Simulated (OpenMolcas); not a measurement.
# Os²⁺ among point charges: CASSCF and CASPT2 levels and susceptibility

Aim: the splitting of the states of Os²⁺ in the field of 6 point charges, its lowest levels with spin-orbit coupling and its magnetic susceptibility.

Method: state-averaged CASSCF and CASPT2, spin-orbit coupling by RASSI with atomic mean-field integrals. Code: OpenMolcas 26.06.

### 1 The system

```
Species                           : Os²⁺ (osmium, Z = 76, 74 electrons)
Basis                             : ANO-RCC-VTZP [8s7p5d3f2g1h], 104 functions
Scalar Hamiltonian                : DKH2, point nucleus
Inactive shells                   : 1s 2s 2p 3s 3p 3d 4s 4p 4d 4f 5s 5p
Active space                      : 6 electrons in 5 orbitals (5d)
Some configurations of this space : 5d6
Orbitals                          : optimised for each spin and parity, averaged over all roots
```

Outer shells as boxes (Hund's rule):

5d6
```
5d [↑↓][↑ ][↑ ][↑ ][↑ ]
```

The ion sits among 6 point charges of -1.7 e arranged as an octahedron (Oh), 2.5 Å from the ion.

The work runs as a chain of OpenMolcas steps in one folder; each step below is one input file. Labels, J, g values, rates, χT and fits are worked out afterwards by a script from the matrices that RASSI stores. The input lists half of the charges; inversion (Group=XYZ) makes the rest.

### 2 One- and two-electron integrals

Contents of a.inp:

```
&GATEWAY
Coord
1

Os 0.0 0.0 0.0
Basis=ANO-RCC-VTZP
Group=XYZ
NoMove
AngMom=0.0 0.0 0.0
AMFI
XField
3 Angstrom 0
2.500000 0.000000 0.000000 -1.700000
0.000000 2.500000 0.000000 -1.700000
0.000000 0.000000 2.500000 -1.700000
&SEWARD
```

Launch:

```bash
$ OMP_NUM_THREADS=1 MOLCAS_MEM=1689 MOLCAS_PROJECT=a pymolcas a.inp > a.log
```

### 3 Reference wave functions, quintets of even parity, 5 roots

Contents of a.inp:

```
&RASSCF
FileOrb=start.orb
Symmetry=1
Spin=5
nActEl=6 0 0
Inactive=15 19
Ras2=5 0
CIRoot=5 5 1
SDav=5
CIMx=300
Iter=120 100
PrWF=0.3
OrbListing=Nothing
MaxOrb=0
>>> COPY $Project.JobIph JOB001
```

start.orb holds the contracted functions of the basis, ordered by shell, or the orbitals of the step before.

### 4 CASSCF: triplets of even parity, 45 roots

Contents of a.inp:

```
&RASSCF
FileOrb=start.orb
Symmetry=1
Spin=3
nActEl=6 0 0
Inactive=15 19
Ras2=5 0
CIRoot=45 45 1
SDav=45
CIMx=300
Iter=120 100
PrWF=0.3
OrbListing=Nothing
MaxOrb=0
>>> COPY $Project.JobIph JOB002
```

### 5 CASSCF: singlets of even parity, 50 roots

Contents of a.inp:

```
&RASSCF
FileOrb=start.orb
Symmetry=1
Spin=1
nActEl=6 0 0
Inactive=15 19
Ras2=5 0
CIRoot=50 50 1
SDav=50
CIMx=300
Iter=120 100
PrWF=0.3
OrbListing=Nothing
MaxOrb=0
>>> COPY $Project.JobIph JOB003
```

### 6 State interaction with spin-orbit coupling

Contents of a.inp:

```
&RASSI
NrOfJobIphs=3 5 45 50
1 2 3 4 5
1 2 3 4 5 6 7 8 9 10 11 12 13 14 15 16 17 18 19 20 21 22 23 24 25 26 27
28 29 30 31 32 33 34 35 36 37 38 39 40 41 42 43 44 45
1 2 3 4 5 6 7 8 9 10 11 12 13 14 15 16 17 18 19 20 21 22 23 24 25 26 27
28 29 30 31 32 33 34 35 36 37 38 39 40 41 42 43 44 45 46 47 48 49 50
IphNames
JOB001
JOB002
JOB003
EJob
SpinOrbit
DIPRint=1.0
SOCoupling=1000.0
Subsets=2
Property=9
'ANGMOM' 1 'ANGMOM' 2 'ANGMOM' 3 'MLTPL  1' 1 'MLTPL  1' 2 'MLTPL  1' 3
'AMFI' 1 'AMFI' 2 'AMFI' 3
SOProperty=3
'ANGMOM' 1 'ANGMOM' 2 'ANGMOM' 3
```

### 7 CASPT2: IPEA 0.25, imaginary shift 0.1 (closed shells correlated: 5s 5p)

Contents of a.inp:

```
>>> COPY JOB001 $Project.JobIph
&CASPT2
Multistate=5 1 2 3 4 5
NoMult
Frozen=14 16
IPEA=0.25
Imaginary=0.1
MaxIter=60
WThr=0.0 0.3 0.05
PrWF=0.5
NoMix
>>> COPY JOB002 $Project.JobIph
&CASPT2
Multistate=45 1 2 3 4 5 6 7 8 9 10 11 12 13 14 15 16 17 18 19 20 21 22
23 24 25 26 27 28 29 30 31 32 33 34 35 36 37 38 39 40 41 42 43 44 45
NoMult
Frozen=14 16
IPEA=0.25
Imaginary=0.1
MaxIter=60
WThr=0.0 0.3 0.05
PrWF=0.5
NoMix
>>> COPY JOB003 $Project.JobIph
&CASPT2
Multistate=50 1 2 3 4 5 6 7 8 9 10 11 12 13 14 15 16 17 18 19 20 21 22
23 24 25 26 27 28 29 30 31 32 33 34 35 36 37 38 39 40 41 42 43 44 45 46
47 48 49 50
NoMult
Frozen=14 16
IPEA=0.25
Imaginary=0.1
MaxIter=60
WThr=0.0 0.3 0.05
PrWF=0.5
NoMix
```

(Steps that only read results are left out.)

Before running it: what results should come out? Wanted: spin-free ground state; first state of the same spin within the active space; lowest level; next level.

The runs gave:

```
                                            quantity                                                                        value
                                              method  SS-CASPT2, IPEA 0.25, imaginary shift 0.1 (closed shells correlated: 5s 5p)
                              spin-free ground state                                              5T2, 3-fold in its orbital part
first state of the same spin within the active space                                                              5E at 6620 cm⁻¹
                                        lowest level                                                                    3-fold T2
                                          next level                                                                   329.3 cm⁻¹
                                         χT at 300 K                                                               4.44 cm³ K/mol
                           effective moment at 300 K                                                                      5.96 μB
```

Cost by method:

```csv
method,time of its own steps,time with the reference
A. CASSCF,30 s,30 s
"B. SS-CASPT2, IPEA 0.25, imaginary shift 0.1, +5s 5p",35 s,64 s
```

Times are of one thread on a shared host.

The spin-free ground state (5T2) comes to 100 % from free-ion D terms and keeps the highest spin of the shell. χT at 300 K is 4.44, against 3.01 cm³ K/mol for the spin alone, so orbital moment adds to it. An active space of the d shell alone favours high spin; real ions in strong fields can be low spin. CASPT2 does not keep the components of a term degenerate, and the means are used. The field of point charges can differ much from that of real complexes. With metal d orbitals alone active, the gaps between spin states are rough; where two lie within a few thousand cm-1, their order is open. This is an electrostatic model: the charges have no orbitals.
